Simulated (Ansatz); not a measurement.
# LiGe16: the cost of one run

Method: DFT PBEsol, plane waves, PAW, scalar-relativistic, no spin polarisation, in Ansatz 0.2.0.

**1. Starting point**

The cell holds 17 atoms (Ge16Li): a = 8.004 Å, b = 8.004 Å, c = 8.004 Å, α = 60.00°, β = 60.00°, γ = 60.00°.

The coordinates stand in the first input below.

**2. Relaxing the start**

File input.yaml:

```yaml
accuracy: low
crystal:
  lattice:
    - [0.0, 5.66, 5.66]
    - [5.66, 0.0, 5.66]
    - [5.66, 5.66, 0.0]
  atoms:
    - { symbol: Ge, position: [0.0, 0.0, 0.0] }
    - { symbol: Ge, position: [0.125, 0.125, 0.125] }
    - { symbol: Ge, position: [0.0, 0.0, 0.5] }
    - { symbol: Ge, position: [0.125, 0.125, 0.625] }
    - { symbol: Ge, position: [0.0, 0.5, 0.0] }
    - { symbol: Ge, position: [0.125, 0.625, 0.125] }
    - { symbol: Ge, position: [0.0, 0.5, 0.5] }
    - { symbol: Ge, position: [0.125, 0.625, 0.625] }
    - { symbol: Ge, position: [0.5, 0.0, 0.0] }
    - { symbol: Ge, position: [0.625, 0.125, 0.125] }
    - { symbol: Ge, position: [0.5, 0.0, 0.5] }
    - { symbol: Ge, position: [0.625, 0.125, 0.625] }
    - { symbol: Ge, position: [0.5, 0.5, 0.0] }
    - { symbol: Ge, position: [0.625, 0.625, 0.125] }
    - { symbol: Ge, position: [0.5, 0.5, 0.5] }
    - { symbol: Ge, position: [0.625, 0.625, 0.625] }
    - { symbol: Li, position: [0.8791316, 0.3693866, 0.377638] }
basis:
  ecutwfc: 420.0
kpoints:
  mp_grid: { grid: [2, 2, 2] }
hamiltonian:
  xc: pbesol
  pseudopotentials: { kind: paw, azcp: { folder: soft_1 } }
scf:
  occupations: { method: fermi_dirac, width: 0.15 }
  lower_state_search: "off"
relax:
  f_tol: 0.08
  max_steps: 25
  adjacent_minimum: "off"
```

Run with:

```console
> ansatz run input.yaml --threads 2 --pin off --max-ram 5120MiB --backend cpu --events-out ev --progress --plain --runs-dir out
```

Q: Estimate wall time and peak memory on 2 threads of Arm Neoverse V2, shared host.

About 24 s, with a peak of 0.99 GiB.
